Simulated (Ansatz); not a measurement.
# Al (Al, isolated atom): the cost of one run

Program: Ansatz 0.2.0. Level of theory: DFT, plane waves (420 eV) with PBE-made PAW files, scalar-relativistic; functionals as named at each step. These are calculated values, not measurements.

**1. Starting point**

A box of 14.0 × 14.4 × 14.8 Å, with unequal sides, keeps the periodic images far apart.

Coordinates:

```
Al
1.0
    14.00000    0.00000    0.00000
     0.00000   14.40000    0.00000
     0.00000    0.00000   14.80000
Al
1
Direct
  0.50000 0.50000 0.50000
```

**2. PBE single point**

The run with PBE.

Input file input.yaml:

```yaml
crystal:
  lattice:
    - [14.0, 0.0, 0.0]
    - [0.0, 14.4, 0.0]
    - [0.0, 0.0, 14.8]
  atoms:
    - { symbol: Al, position: [0.5, 0.5, 0.5], spin: 1.0 }
  symmetry: { detect: false, time_reversal: true }
hamiltonian:
  xc: pbe
  pseudopotentials:
    kind: paw
    azcp:
      Al: "pseudopotentials/Al.paw.azcp"
basis:
  ecutwfc: 420
  fft_grid_basis: typed
kpoints:
  mp_grid: { grid: [1, 1, 1], shift: [0, 0, 0] }
magnetization:
  spin_polarized: true
scf:
  occupations: { method: fermi_dirac, width: 0.01 }
```

Started as:

```sh
$ ansatz run input.yaml --threads 4 --pin off --max-ram 8192MiB --backend cpu --events-out ev --progress --plain --runs-dir out
```

Q: Estimate wall time and peak memory on 4 threads of Intel Xeon Platinum 8488C (Sapphire Rapids), shared host.

About 3.9 min, with a peak of 1.6 GiB.
